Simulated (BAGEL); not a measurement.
**C2H7NSi (SMILES NC1C[SiH2]1): a chain of runs**

Wanted: a single-point energy (HF/def2-SVP), then the energy (NEVPT2(2,2)/def2-SVP) of C2H7NSi. 

The results are computed with BAGEL 1.2.2.

2 further runs of the same task are left out: 2 set aside as unsound or not needed.

## (1) Starting point

The species is C2H7NSi (11 atoms), meant as a singlet with charge 0. As SMILES, `NC1C[SiH2]1`. The C2–H7 distance was set to 2.515 Å, away from the relaxed value. At this shape a bond of the SMILES string is far longer than usual.

Bond lengths: N1–C2 1.437 Å, C2–C3 1.539 Å, C2–Si4 1.862 Å, C3–Si4 1.848 Å, N1–H5 1.011 Å, N1–H6 1.014 Å, C3–H8 1.085 Å, C3–H9 1.086 Å, Si4–H10 1.479 Å, Si4–H11 1.476 Å. Some angles: N1–C2–C3 114.5°, N1–C2–Si4 118.4°, C3–C2–Si4 65.0°, C2–C3–Si4 65.9°, C2–Si4–C3 49.0°, C2–N1–H5 111.6°, C2–N1–H6 111.3°, C2–C3–H8 117.0°, C2–C3–H9 114.2°, Si4–C3–H8 120.5°.

## (2) A single-point energy at HF/def2-SVP (density fitting with svp-jkfit) (run 1)

Input file hf.json:

```json
{ "bagel" : [

{
  "title" : "molecule",
  "basis" : "svp",
  "df_basis" : "svp-jkfit",
  "geometry" : [
    { "atom" : "N", "xyz" : [    -4.13182192,    -0.56825576,    -0.92219580 ] },
    { "atom" : "C", "xyz" : [    -1.51398432,    -1.01933339,    -0.35697871 ] },
    { "atom" : "C", "xyz" : [    -1.04533224,    -3.11144918,     1.60890337 ] },
    { "atom" : "Si", "xyz" : [    -0.00806157,    -3.93574772,    -1.62309522 ] },
    { "atom" : "H", "xyz" : [    -4.34573892,     0.30517565,    -2.60745356 ] },
    { "atom" : "H", "xyz" : [    -4.95725429,     0.51909265,     0.42272229 ] },
    { "atom" : "H", "xyz" : [     1.32545390,     2.74803973,     0.22412152 ] },
    { "atom" : "H", "xyz" : [     0.33227810,    -2.71838615,     3.07551982 ] },
    { "atom" : "H", "xyz" : [    -2.75364466,    -4.01341546,     2.29940930 ] },
    { "atom" : "H", "xyz" : [     2.72013603,    -3.90551210,    -2.22856347 ] },
    { "atom" : "H", "xyz" : [    -1.54762145,    -5.70112986,    -3.13808865 ] }
  ]
},

{ "title" : "hf" },

{ "title" : "print", "file" : "orbitals.molden", "orbitals" : true }

]}
```

Run with:

```
$ BAGEL_NUM_THREADS=1 BAGEL hf.json > hf.out
```

Log:

```text
* using 1 threads per process

  ===============================================================
  ===============================================================

  *** Geometry ***

  { "atom" : "N", "xyz" : [     -4.131822,     -0.568256,     -0.922196 ] },
  { "atom" : "C", "xyz" : [     -1.513984,     -1.019333,     -0.356979 ] },
  { "atom" : "C", "xyz" : [     -1.045332,     -3.111449,      1.608903 ] },
  { "atom" : "Si", "xyz" : [     -0.008062,     -3.935748,     -1.623095 ] },
  { "atom" : "H", "xyz" : [     -4.345739,      0.305176,     -2.607454 ] },
  { "atom" : "H", "xyz" : [     -4.957254,      0.519093,      0.422722 ] },
  { "atom" : "H", "xyz" : [      1.325454,      2.748040,      0.224122 ] },
  { "atom" : "H", "xyz" : [      0.332278,     -2.718386,      3.075520 ] },
  { "atom" : "H", "xyz" : [     -2.753645,     -4.013415,      2.299409 ] },
  { "atom" : "H", "xyz" : [      2.720136,     -3.905512,     -2.228563 ] },
  { "atom" : "H", "xyz" : [     -1.547621,     -5.701130,     -3.138089 ] },

  Number of auxiliary basis functions:      481

  Since a DF basis is specified, we compute 2- and 3-index integrals:
    o Being stored without compression. Storage requirement is 0.035 GB

  Number of basis functions:       95
  Number of electrons      :       40

    * METHOD: MOLECULE                             0.28

  *** RHF ***

  === Nuclear Repulsion ===
   161.7870872951

      * DIIS with orbital gradients will be used.

  === RHF iteration (svp) ===
      0       -422.56634897          0.01495773           0.08
      1       -422.68971422          0.00972950           0.08
      2       -422.74342388          0.00184820           0.07
      3       -422.74695044          0.00080943           0.07
      4       -422.74751731          0.00023102           0.07
      5       -422.74762577          0.00010903           0.09
      6       -422.74764889          0.00005153           0.07
      7       -422.74765543          0.00001713           0.07
      8       -422.74765613          0.00000999           0.07
      9       -422.74765635          0.00000525           0.07
     10       -422.74765642          0.00000278           0.08
     11       -422.74765644          0.00000100           0.07
     12       -422.74765644          0.00000051           0.07
     13       -422.74765644          0.00000021           0.07
     14       -422.74765644          0.00000010           0.07
     15       -422.74765644          0.00000006           0.07
     16       -422.74765644          0.00000003           0.07
     17       -422.74765644          0.00000002           0.07
     18       -422.74765644          0.00000001           0.07
    * SCF iteration converged.

    * Permanent dipole moment:
           (    0.959464,     1.237544,     0.308054) a.u.

    * METHOD: HF                                   1.57

    * METHOD: PRINT                                0.04

  ===============================================================
```

Wall time 2.4 s (1 thread of AMD EPYC 7R43 (Zen 3), shared host); peak memory 0.14 GiB.

## (3) The energy at NEVPT2(2,2)/def2-SVP (density fitting with svp-jkfit) (run 2)

Input file job.json:

```json
{ "bagel" : [

{
  "title" : "molecule",
  "basis" : "svp",
  "df_basis" : "svp-jkfit",
  "geometry" : [
    { "atom" : "N", "xyz" : [ -4.13182192, -0.56825576, -0.92219580 ] },
    { "atom" : "C", "xyz" : [ -1.51398432, -1.01933339, -0.35697871 ] },
    { "atom" : "C", "xyz" : [ -1.04533224, -3.11144918,  1.60890337 ] },
    { "atom" : "Si", "xyz" : [ -0.00806157, -3.93574772, -1.62309522 ] },
    { "atom" : "H", "xyz" : [ -4.34573892,  0.30517565, -2.60745356 ] },
    { "atom" : "H", "xyz" : [ -4.95725429,  0.51909265,  0.42272229 ] },
    { "atom" : "H", "xyz" : [  1.32545390,  2.74803973,  0.22412152 ] },
    { "atom" : "H", "xyz" : [  0.33227810, -2.71838615,  3.07551982 ] },
    { "atom" : "H", "xyz" : [ -2.75364466, -4.01341546,  2.29940930 ] },
    { "atom" : "H", "xyz" : [  2.72013603, -3.90551210, -2.22856347 ] },
    { "atom" : "H", "xyz" : [ -1.54762145, -5.70112986, -3.13808865 ] }
  ]
},
{
  "title" : "hf"
},
{
  "title" : "casscf",
  "nstate" : 1,
  "nact" : 2,
  "nclosed" : 19,
  "active" : [20, 21],
  "maxiter" : 200,
  "natocc" : true
},
{
  "title" : "nevpt2",
  "nstate" : 1,
  "nact" : 2,
  "nclosed" : 19,
  "active" : [20, 21],
  "maxiter" : 200,
  "natocc" : true,
  "ncore" : 8
},
{
  "title" : "print",
  "file" : "orbitals.molden",
  "orbitals" : true
}

]}
```

Run with:

```
$ BAGEL_NUM_THREADS=1 BAGEL job.json > job.out
```

Log:

```text
* using 1 threads per process

  ===============================================================
  ===============================================================

  *** Geometry ***

  { "atom" : "N", "xyz" : [     -4.131822,     -0.568256,     -0.922196 ] },
  { "atom" : "C", "xyz" : [     -1.513984,     -1.019333,     -0.356979 ] },
  { "atom" : "C", "xyz" : [     -1.045332,     -3.111449,      1.608903 ] },
  { "atom" : "Si", "xyz" : [     -0.008062,     -3.935748,     -1.623095 ] },
  { "atom" : "H", "xyz" : [     -4.345739,      0.305176,     -2.607454 ] },
  { "atom" : "H", "xyz" : [     -4.957254,      0.519093,      0.422722 ] },
  { "atom" : "H", "xyz" : [      1.325454,      2.748040,      0.224122 ] },
  { "atom" : "H", "xyz" : [      0.332278,     -2.718386,      3.075520 ] },
  { "atom" : "H", "xyz" : [     -2.753645,     -4.013415,      2.299409 ] },
  { "atom" : "H", "xyz" : [      2.720136,     -3.905512,     -2.228563 ] },
  { "atom" : "H", "xyz" : [     -1.547621,     -5.701130,     -3.138089 ] },

  Number of auxiliary basis functions:      481

  Since a DF basis is specified, we compute 2- and 3-index integrals:
    o Being stored without compression. Storage requirement is 0.035 GB

  Number of basis functions:       95
  Number of electrons      :       40

    * METHOD: MOLECULE                             0.28

  *** RHF ***

  === Nuclear Repulsion ===
   161.7870872951

      * DIIS with orbital gradients will be used.

  === RHF iteration (svp) ===
      0       -422.56634897          0.01495773           0.08
      1       -422.68971422          0.00972950           0.08
      2       -422.74342388          0.00184820           0.08
      3       -422.74695044          0.00080943           0.07
      4       -422.74751731          0.00023102           0.08
      5       -422.74762577          0.00010903           0.12
      6       -422.74764889          0.00005153           0.08
      7       -422.74765543          0.00001713           0.07
      8       -422.74765613          0.00000999           0.07
      9       -422.74765635          0.00000525           0.07
     10       -422.74765642          0.00000278           0.07
     11       -422.74765644          0.00000100           0.07
     12       -422.74765644          0.00000051           0.07
     13       -422.74765644          0.00000021           0.07
     14       -422.74765644          0.00000010           0.07
     15       -422.74765644          0.00000006           0.07
     16       -422.74765644          0.00000003           0.07
     17       -422.74765644          0.00000002           0.07
     18       -422.74765644          0.00000001           0.07
    * SCF iteration converged.

    * Permanent dipole moment:
           (    0.959464,     1.237544,     0.308054) a.u.

    * METHOD: HF                                   1.63

  ---------------------------
      CASSCF calculation
  ---------------------------

    ==== Active orbitals : =====
         Orbital 20
         Orbital 21
    ============================

    * nstate   :      1
    * nclosed  :     19
    * nact     :      2
    * nvirt    :     74
  === CASSCF iteration (svp) ===

    * Using the second-order algorithm

      0  0      -422.78495026     5.12e-03      0.02

      1  0      -422.81659944     1.99e-03      0.37

      2  0      -422.82058502     7.83e-04      0.40

      3  0      -422.82093906     2.97e-04      0.38

      4  0      -422.82098153     1.04e-04      0.42

      5  0      -422.82098661     3.58e-05      0.40

      6  0      -422.82098721     1.23e-05      0.42

      7  0      -422.82098728     4.22e-06      0.38

      8  0      -422.82098728     1.45e-06      0.37

      9  0      -422.82098729     4.96e-07      0.38

     10  0      -422.82098729     1.70e-07      0.36

     11  0      -422.82098729     5.83e-08      0.35

     12  0      -422.82098729     2.00e-08      0.34

     13  0      -422.82098729     6.85e-09      0.30

    * Second-order optimization converged. *

     guess   0:   closed 1.                   open ..

  === FCI iteration ===

      0  0      -422.73006315     8.72e-02      0.00
      1  0      -422.81200980     2.70e-02      0.00
      2  0 *    -422.82098729     5.00e-16      0.00

     * ci vector, state   0, <S^2> = 0.0000
       2.     0.8838354904
       .2    -0.4677978473

    * METHOD: CASSCF                               5.04

    * freezing 8 orbitals

  === DF-NEVPT2 calculation ===

    * 3-index integral transformation done
    * assembly done

      NEVPT2 correlation energy:   -0.5289854700      0.22

          (+0)     -0.4611268725
          (+0)'    -0.0104583373
          (+1)     -0.0211263041
          (+1)'    -0.0000000000
          (+2)     -0.0004180968
          (-1)     -0.0347519950
          (-1)'     0.0000000000
          (-2)     -0.0011038644

      NEVPT2 total energy:       -423.3499727560

    * METHOD: NEVPT2                               0.35

    * METHOD: PRINT                                0.04

  ===============================================================
```

It took 7.8 s on 1 thread of AMD EPYC 7R43 (Zen 3), shared host; peak memory 0.14 GiB.

## (4) What came out

| quantity | value |
| --- | --- |
| run 1, HF/def2-SVP: total energy | -422.74766 Eh |
| run 1, HF/def2-SVP: dipole moment | 4.06 D |
| run 1, HF/def2-SVP: HOMO energy | -7.20 eV |
| run 1, HF/def2-SVP: LUMO energy | 0.82 eV |
| run 1, HF/def2-SVP: HOMO–LUMO gap | 8.03 eV |
| run 2, NEVPT2(2,2)/def2-SVP: total energy | -423.34997 Eh |

What this shows: One bond (run 1, HF/def2-SVP) is far stretched, which a spin-restricted single reference describes badly; a broken-symmetry solution may lie lower.
